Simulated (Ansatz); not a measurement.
Predict the output of the script below (the Python package of Ansatz (0.2.0)).

`plus_u_batio3.py`
```python
"""How the states of BaTiO3 follow the Hubbard U."""

import warnings

import ansatz
import numpy as np
from pymatgen.core import Lattice, Structure
from pymatgen.io.ase import AseAtomsAdaptor

config = {
    "kgrid": (4, 4, 4),
    "smearing": "Fermi-Dirac",
    "sigma": 0.05,
    "ecut": 420,
}


def count_gap(report):
    # lowest empty less highest filled band, counting bands; zero where they overlap
    return max(report.get("gap_by_band_count_ev") or 0.0, 0.0)


def main() -> None:
    warnings.simplefilter("ignore", ansatz.DeckWarning)

    pmg_structure = Structure(
        Lattice([(3.9998, 0.0, 0.0), (0.0, 3.9998, 0.0), (0.0, 0.0, 4.018)]),
        ["Ba", "Ti", "O", "O", "O"],
        [
            (0.0, 0.0, 0.0),
            (0.5, 0.5, 0.49),
            (0.5, 0.5, 0.019),
            (0.5, 0.0, 0.517),
            (0.0, 0.5, 0.517),
        ],
    )
    xtal = ansatz.Crystal.from_ase(AseAtomsAdaptor.get_atoms(pmg_structure))

    job = xtal.calculation()
    job = job.kpoints(*config["kgrid"])
    job = job.occupations(config["smearing"], width=config["sigma"])
    job = job.basis(config["ecut"])
    job = job.band_table()
    rows = []
    for u in [1.0, 3.0, 5.0, 7.0]:
        report = job.hubbard("Ti", "d", u_eff=u).run(threads=1, backend="cpu").report
        shell = report["hubbard"]["n_scf"]
        rows.append((u, count_gap(report), sum(shell) / len(shell), report["n_iterations"]))
    lines = [",".join(["U_eff eV", "gap by band count eV", "Ti d occupation (projector)", "iterations"])] + [",".join(f"{v:.4f}" if isinstance(v, float) else str(v) for v in row) for row in rows]
    print("\n".join(lines))
    with open("plus_u.csv", "w") as handle:
        handle.write("\n".join(lines) + "\n")
    print("eigenvalues of the first occupation matrix at the last U, by spin:")
    for channel in report["hubbard"]["n_eig"][0]:
        print("  ", " ".join(f"{n:.3f}" for n in channel))


if __name__ == "__main__":
    main()
```

Output of `python plus_u_batio3.py`:
```text
U_eff eV,gap by band count eV,Ti d occupation (projector),iterations
1.0000,1.9296,2.3241,10
3.0000,2.1601,2.2365,10
5.0000,2.4320,2.1438,10
7.0000,2.7559,2.0465,9
eigenvalues of the first occupation matrix at the last U, by spin:
   0.145 0.153 0.153 0.284 0.287
```

From U = 1 to 7 eV the gap on the mesh goes from 1.93 eV to 2.76 eV.

Notes:
- The run is spin-unpolarised.
- Semilocal gaps usually lie well under measured ones.
- Of the deposited cell: the entry's cell lengths or inner coordinates differ somewhat from later room-temperature determinations.
- In a crystal with a gap the Fermi level's place inside it depends on smearing and mesh.
- No functional is typed, so the default, PBE, holds.
- The starting cell is as deposited in a crystallographic database; the results hold for this polymorph, which needn't be the stable one.
- Gaps and levels are Kohn-Sham values on a finite set of k-points, without spin-orbit coupling.
- Shell occupations and the effect of U depend on the projectors; a run with no .spin step is spin-unpolarised, and each U may end in a state that isn't the lowest.
- It ran for 20 s on 1 thread of Intel(R) Xeon(R) Processor @ 2.30GHz, with other jobs on the host, peak memory 0.61 GiB.

(A comment or docstring line of the script was reworded after the run, the code is as it ran.)
